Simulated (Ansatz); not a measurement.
# CH7B2FOSi: basis-set convergence

The task here is to estimate one member of a computed series from the others.

Method: one geometry, several basis sets; program: Ansatz 0.2.0, Gaussian basis.

Plan: PBE0-D4/def2-SVP; ωB97M-V/def2-SVP; PBE0-D4/def2-QZVPP; ωB97M-V/def2-QZVPP; the functionals' def2-TZVPP values are taken from earlier runs.

### Structure used throughout

The geometry comes from an earlier relaxation with PBE0-D4 in a triple-zeta def2 set; it is a stationary point, not always the lowest conformer.

SMILES `BBO[SiH](C)F`, 13 atoms, charge 0, spin multiplicity 1.

Atoms are counted from 1 here; the program's logs count them from 0.

Bond lengths: B1–B2 1.670 Å, B1–H7 1.199 Å, B1–H8 1.200 Å, B2–O3 1.360 Å, B2–H9 1.216 Å, O3–Si4 1.646 Å, Si4–C5 1.842 Å, Si4–F6 1.595 Å, Si4–H10 1.481 Å, C5–H11 1.093 Å, C5–H12 1.092 Å, C5–H13 1.092 Å. Angles: B2–B1–H7 121.9°, B2–B1–H8 122.0°, H7–B1–H8 115.9°, B1–B2–O3 123.6°, B1–B2–H9 118.4°, O3–B2–H9 118.0°, B2–O3–Si4 131.6°, O3–Si4–C5 109.2°, O3–Si4–F6 107.0°, O3–Si4–H10 109.4°, C5–Si4–F6 109.2°, C5–Si4–H10 114.5°, F6–Si4–H10 107.2°, Si4–C5–H11 110.5°, Si4–C5–H12 110.6°, Si4–C5–H13 110.8°, H11–C5–H12 108.3°, H11–C5–H13 108.2° and more.

Set-up of the first run:

in.yaml

```yaml
crystal:
  periodic: [false, false, false]
  atoms:
    - {symbol: B, position_ang: [-0.167804, -3.036858, 0.324076]}
    - {symbol: B, position_ang: [0.208191, -1.463778, 0.740557]}
    - {symbol: O, position_ang: [-0.292043, -0.374506, 0.097330]}
    - {symbol: Si, position_ang: [-0.102976, 1.237363, 0.370304]}
    - {symbol: C, position_ang: [0.064624, 2.110368, -1.242572]}
    - {symbol: F, position_ang: [-1.423466, 1.744768, 1.107326]}
    - {symbol: H, position_ang: [-1.065656, -3.634675, 0.848485]}
    - {symbol: H, position_ang: [0.493192, -3.663106, -0.457172]}
    - {symbol: H, position_ang: [0.976427, -1.278098, 1.664316]}
    - {symbol: H, position_ang: [1.028861, 1.448489, 1.302567]}
    - {symbol: H, position_ang: [0.963863, 1.778007, -1.766970]}
    - {symbol: H, position_ang: [-0.798508, 1.907296, -1.880773]}
    - {symbol: H, position_ang: [0.135796, 3.190126, -1.092676]}
basis:
  gaussian: {orbitals: def2-SVP}
hamiltonian: {xc: pbe0, dispersion: d4}
output: {orbitals: {seedname: orbitals}}
```

Steps of the session up to this table: PBE0-D4 in def2-SVP; ωB97M-V in def2-SVP; PBE0-D4 in def2-QZVPP; ωB97M-V in def2-QZVPP.

One table of the session follows, with a row left open; its other results are not shown here.

It belongs to the step «Functionals by basis». 

| functional | basis | HOMO (eV) | LUMO (eV) |
| --- | --- | --- | --- |
| PBE0-D4 | def2-SVP | ? | ? |
| PBE0-D4 | def2-TZVPP | -7.79 | -1.83 |
| PBE0-D4 | def2-QZVPP | -7.80 | -1.85 |
| ωB97M-V | def2-SVP | -9.99 | 0.36 |
| ωB97M-V | def2-TZVPP | -10.09 | 0.10 |
| ωB97M-V | def2-QZVPP | -10.10 | 0.02 |

Q: Estimate the row for PBE0-D4, def2-SVP from the others.

The run gave: HOMO (eV): -7.72; LUMO (eV): -1.71. In the column «HOMO (eV)» it is the highest.
